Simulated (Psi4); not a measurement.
# One shape, several levels: triplet CH2AlNS

Wanted: a comparison of 4 runs (U-revPBE/6-311+G**, UBLYP/6-311+G**, UPBE/6-311+G**, UTPSS/6-311+G**) of triplet CH2AlNS. 

The results are computed with Psi4 1.11.

### Step 1. The molecule

The species is CH2AlNS (6 atoms), meant as a triplet with charge 0. SMILES of the parent species: `[H][Al]([H])[N]=C=S`. Geometry: a GFN2-xTB relaxation, a rough one for these elements and not checked as a minimum. That shape belongs to the parent species and isn't relaxed for this state.

Bond lengths: Al1–N4 1.790 Å, N4–C5 1.205 Å, C5–S6 1.548 Å, Al1–H2 1.535 Å, Al1–H3 1.534 Å. Angles: Al1–N4–C5 178.6°, N4–C5–S6 180.0°, H2–Al1–N4 119.5°, H3–Al1–N4 119.6°, H2–Al1–H3 120.9°.

### Step 2. Energy and gradient at U-revPBE/6-311+G(d,p) (run 1)

job.dat reads:

```
memory 1.6 GB

molecule molecule1 {
  0 3
  Al
  H 1 1.534576
  H 1 1.534428 2 120.94863
  N 1 1.789977 3 119.58103 2 179.55158
  C 4 1.204571 2 151.85495 1 -177.2481
  S 5 1.548368 2 160.03175 1 -177.7231
  units angstrom
  symmetry c1
  no_reorient
  no_com
}

set {
  basis                6-311+G**
  reference            uks
  puream               true
  e_convergence        1e-09
  d_convergence        1e-08
  scf_type             pk
  dft_radial_points    99
  dft_spherical_points 590
  maxiter              200
}

energy_value, wavefunction = gradient("revpbe", return_wfn=True)
```

Started as:

```console
$ psi4 -n 1 job.dat job.out
```

job.out:

```text
[...]
  Running in c1 symmetry.
[...]
  Nuclear repulsion =  154.142023105812399
[...]
  Multiplicity = 3
[...]
  Nalpha       = 23
  Nbeta        = 21
[...]
    Number of basis functions: 116
[...]
   @UKS iter   1:  -733.72270254261241    3.66073e-01   1.04147e-02 DIIS/ADIIS
[...]
   @UKS iter  18:  -734.45927320637088   -1.73941e-11   7.13631e-09 DIIS
[...]
   @S^2 Observed:                2.005305371E+00
[...]
  @UKS Final Energy:  -734.45927320637088
   => Energetics <=
    Nuclear Repulsion Energy =            154.1420231058123989
    One-Electron Energy =               -1319.3060530033969826
    Two-Electron Energy =                 487.9466550420275439
    DFT Exchange-Correlation Energy =     -57.2418983508136989
    Empirical Dispersion Energy =           0.0000000000000000
    VV10 Nonlocal Energy =                  0.0000000000000000
    Total Energy =                       -734.4592732063708809
[...]
 Multipole Moments:
 ------------------------------------------------------------------------------------
     Multipole            Electronic (a.u.)      Nuclear  (a.u.)        Total (a.u.)
 ------------------------------------------------------------------------------------
 L = 1.  Multiply by 2.5417464519 to convert [e a0] to [Debye]
 Dipole X            :         -0.0595971            0.0392127           -0.0203845
 Dipole Y            :         -3.7396387            3.1272567           -0.6123819
 Dipole Z            :         -2.1008114            1.7595763           -0.3412351
 Magnitude           :                                                    0.7013334
[...]
  -Total Gradient:
     Atom            X                  Y                   Z
    ------   -----------------  -----------------  -----------------
       1       -0.000465271066    -0.003480236682    -0.001790869224
       2       -0.000020028919     0.003600666447    -0.021059271829
       3       -0.000021188051    -0.016219275582     0.013892170623
       4        0.000316574401    -0.004456168942    -0.002576760392
       5       -0.001591166479    -0.034128230232    -0.018839323022
       6        0.001781861129     0.054683882233     0.030374321664
[...]
```

Wall time 56 s (1 thread of Intel Xeon Platinum 8488C (Sapphire Rapids), shared host); peak memory 0.68 GiB.

### Step 3. Energy and forces at UBLYP/6-311+G(d,p) (run 2)

ch2alns.xyz reads:

```xyz
6
CH2AlNS
Al     0.651170     1.127960    -0.004460
H      2.184710     1.108260     0.048360
H     -0.120470     2.453950    -0.032570
N     -0.249290    -0.418940    -0.021470
C     -0.848420    -1.463820    -0.005350
S     -1.617690    -2.807410     0.015490
```

run.py reads:

```python
import psi4

psi4.set_memory(1600000000)
psi4.set_num_threads(1)
psi4.set_output_file('run.log', False)

with open('ch2alns.xyz') as f:
    atoms = ''.join(f.readlines()[2:])
geom = psi4.geometry('0 3\n' + atoms + 'symmetry c1')

psi4.set_options({
    'reference': 'uks',
    'puream': True,
    'e_convergence': 1e-09,
    'd_convergence': 1e-08,
    'scf_type': 'pk',
    'dft_radial_points': 99,
    'dft_spherical_points': 590,
    'maxiter': 200,
})

result, w = psi4.gradient('blyp/6-311+G**', molecule=geom, return_wfn=True)
psi4.oeprop(w, 'QUADRUPOLE', 'MULLIKEN_CHARGES', 'LOWDIN_CHARGES')
print('gradient / Eh bohr^-1')
print(result.np.round(6))
print(f'energy = {w.energy():.10f} Eh')
```

Started as:

```console
$ python run.py
```

run.log:

```text
[...]
  Running in c1 symmetry.
[...]
  Nuclear repulsion =  154.142021415285029
[...]
  Multiplicity = 3
[...]
  Nalpha       = 23
  Nbeta        = 21
[...]
    Number of basis functions: 116
[...]
   @UKS iter   1:  -733.76320378063394    4.52879e-01   1.11825e-02 ADIIS/DIIS
[...]
   @UKS iter  18:  -734.59337828576145   -2.72848e-12   6.01020e-09 DIIS
[...]
   @S^2 Observed:                2.004403154E+00
[...]
  @UKS Final Energy:  -734.59337828576145
   => Energetics <=
    Nuclear Repulsion Energy =            154.1420214152850292
    One-Electron Energy =               -1319.4296735663144773
    Two-Electron Energy =                 488.0836859909833265
    DFT Exchange-Correlation Energy =     -57.3894121257152037
    Empirical Dispersion Energy =           0.0000000000000000
    VV10 Nonlocal Energy =                  0.0000000000000000
    Total Energy =                       -734.5933782857614460
[...]
  -Total Gradient:
     Atom            X                  Y                   Z
    ------   -----------------  -----------------  -----------------
       1       -0.001930259425    -0.003597511985     0.000355952522
       2       -0.017930574398     0.003933585359    -0.000586684958
       3        0.012217987465    -0.013687546422     0.000472969412
       4       -0.004552828769    -0.007734466470    -0.000467082761
       5       -0.020172651426    -0.035383701985     0.001046695823
       6        0.032367256945     0.056467478447    -0.000821661922
[...]
 Multipole Moments:
 ------------------------------------------------------------------------------------
     Multipole            Electronic (a.u.)      Nuclear  (a.u.)        Total (a.u.)
 ------------------------------------------------------------------------------------
 L = 1.  Multiply by 2.5417464519 to convert [e a0] to [Debye]
 Dipole X            :         -2.1403341            1.7999854           -0.3403487
 Dipole Y            :         -3.6964180            3.1043624           -0.5920556
 Dipole Z            :         -0.0101610            0.0191200            0.0089591
 Magnitude           :                                                    0.6829695
 L = 2.  Multiply by 1.3450342976 to convert [e a0^2] to [Debye ang]
 Quadrupole XX       :       -192.3211473          163.3943605          -28.9267868
 Quadrupole XY       :       -261.8227827          261.3564665           -0.4663162
[...]
```

Standard output:

```text
gradient / Eh bohr^-1
[[-0.00193  -0.003598  0.000356]
 [-0.017931  0.003934 -0.000587]
 [ 0.012218 -0.013688  0.000473]
 [-0.004553 -0.007734 -0.000467]
 [-0.020173 -0.035384  0.001047]
 [ 0.032367  0.056467 -0.000822]]
energy = -734.5933782858 Eh
```

Run time: 53 s. Hardware: 1 thread of Intel Xeon Platinum 8488C (Sapphire Rapids), shared host; peak memory 0.67 GiB.

Run 3 isn't shown in full; the table further down has it.

### Step 4. The energy at UTPSS/6-311+G(d,p) (run 4)

input.json reads:

```json
{
 "schema_name": "qcschema_input",
 "schema_version": 1,
 "molecule": {
  "schema_name": "qcschema_molecule",
  "schema_version": 2,
  "symbols": ["Al", "H", "H", "N", "C", "S"],
  "geometry": [1.23053296, 2.13153548, -0.00842818, 4.12850356, 2.09430787, 0.09138716, -0.22765531, 4.63729342, -0.06154838, -0.47108983, -0.79168186, -0.04057242, -1.60328144, -2.7662189, -0.01011003, -3.05699105, -5.30523602, 0.02927186],
  "molecular_charge": 0,
  "molecular_multiplicity": 3,
  "fix_symmetry": "c1",
  "fix_com": true,
  "fix_orientation": true
 },
 "driver": "energy",
 "model": {
  "method": "tpss",
  "basis": "6-311+G**"
 },
 "keywords": {
  "reference": "uks",
  "puream": true,
  "e_convergence": 1e-09,
  "d_convergence": 1e-08,
  "scf_type": "pk",
  "dft_radial_points": 99,
  "dft_spherical_points": 590,
  "maxiter": 200,
  "scf_properties": ["QUADRUPOLE", "MAYER_INDICES", "LOWDIN_CHARGES"]
 }
}
```

Started as:

```console
$ psi4 --qcschema input.json -n 1 --memory 1600MB
```

stdout:

```text
[...]
  Running in c1 symmetry.
[...]
  Nuclear repulsion =  154.142021525258428
[...]
  Multiplicity = 3
[...]
  Nalpha       = 23
  Nbeta        = 21
[...]
    Number of basis functions: 116
[...]
   @UKS iter   1:  -733.97299916568136    2.98553e-01   1.01959e-02 DIIS/ADIIS
[...]
   @UKS iter  17:  -734.66912754851933   -2.61480e-11   7.70694e-09 DIIS
[...]
   @S^2 Observed:                2.007403247E+00
[...]
    Orbital Energies [Eh]
    ---------------------
    Alpha Occupied:
       1A    -88.411155     2A    -55.595325     3A    -14.167859
       4A    -10.088785     5A     -7.801935     6A     -5.783119
       7A     -5.781008     8A     -5.772012     9A     -3.968851
      10A     -2.541022    11A     -2.537744    12A     -2.535444
      13A     -0.908297    14A     -0.781460    15A     -0.532923
      16A     -0.453038    17A     -0.413187    18A     -0.401378
      19A     -0.364079    20A     -0.313868    21A     -0.289313
      22A     -0.281604    23A     -0.113869
    Alpha Virtual:
      24A     -0.076501    25A     -0.043686    26A     -0.033009
[...]
  @UKS Final Energy:  -734.66912754851933
   => Energetics <=
    Nuclear Repulsion Energy =            154.1420215252584285
    One-Electron Energy =               -1319.3602482160385989
    Two-Electron Energy =                 488.0200871535041642
    DFT Exchange-Correlation Energy =     -57.4709880112432572
    Empirical Dispersion Energy =           0.0000000000000000
    VV10 Nonlocal Energy =                  0.0000000000000000
    Total Energy =                       -734.6691275485193273
[...]
 Multipole Moments:
 ------------------------------------------------------------------------------------
     Multipole            Electronic (a.u.)      Nuclear  (a.u.)        Total (a.u.)
 ------------------------------------------------------------------------------------
 L = 1.  Multiply by 2.5417464519 to convert [e a0] to [Debye]
 Dipole X            :         41.5442343          -41.9313975           -0.3871632
 Dipole Y            :         71.9084920          -72.5813002           -0.6728083
 Dipole Z            :         -0.0349820            0.0439551            0.0089730
 Magnitude           :                                                    0.7763033
 L = 2.  Multiply by 1.3450342976 to convert [e a0^2] to [Debye ang]
 Quadrupole XX       :       -231.2215121          203.2807725          -27.9407396
 Quadrupole XY       :       -329.5812203          330.3984556            0.8172353
[...]
```

The result, in JSON:

```text
{
 "driver": "energy",
 "model": {
  "method": "tpss",
  "basis": "6-311+G**"
 },
 "success": true,
 "return_result": -734.6691275485193,
 "properties": {
  "calcinfo_nbasis": 116,
  "calcinfo_nmo": 116,
  "calcinfo_nalpha": 23,
  "calcinfo_nbeta": 21,
  "calcinfo_natom": 6,
  "nuclear_repulsion_energy": 154.14202152525843,
  "return_energy": -734.6691275485193,
  "scf_one_electron_energy": -1319.3602482160386,
  "scf_two_electron_energy": 488.02008715350416,
  "scf_xc_energy": -57.47098801124326,
  "scf_dipole_moment": [-0.38716323783192763, -0.6728082583866382, 0.008973037281028565],
  "scf_total_energy": -734.6691275485193,
  "scf_iterations": 17
 }
}
```

Run time: 1.7 min. Hardware: 1 thread of Intel Xeon Platinum 8488C (Sapphire Rapids), shared host; peak memory 0.69 GiB.

### Step 5. The series

```csv
run,level,task,energy (Eh),dipole moment (D),HOMO energy (eV),⟨S²⟩,wall time
1,U-revPBE/6-311+G**,gradient,-734.459273,1.78,-3.10,2.005,56 s
2,UBLYP/6-311+G**,gradient,-734.593378,1.74,-2.87,2.004,53 s
3,UPBE/6-311+G**,energy,-734.188528,1.67,-3.12,2.005,46 s
4,UTPSS/6-311+G**,energy,-734.669128,1.97,-3.10,2.007,1.7 min
```

### Step 6. Summary of results

| quantity | value |
| --- | --- |
| run 4: total energy | -734.66913 Eh |
| run 4: dipole moment | 1.97 D |
| run 4: HOMO energy (highest over α and β) | -3.10 eV |
| run 4: ⟨S²⟩ | 2.007 |

**Reading.** The dipole moment (its size) runs from 1.67 D (UPBE/6-311+G**) to 1.97 D (UTPSS/6-311+G**). Totals of different functionals can't be ranked against each other. All runs together took 4.3 min, the longest 1.7 min.
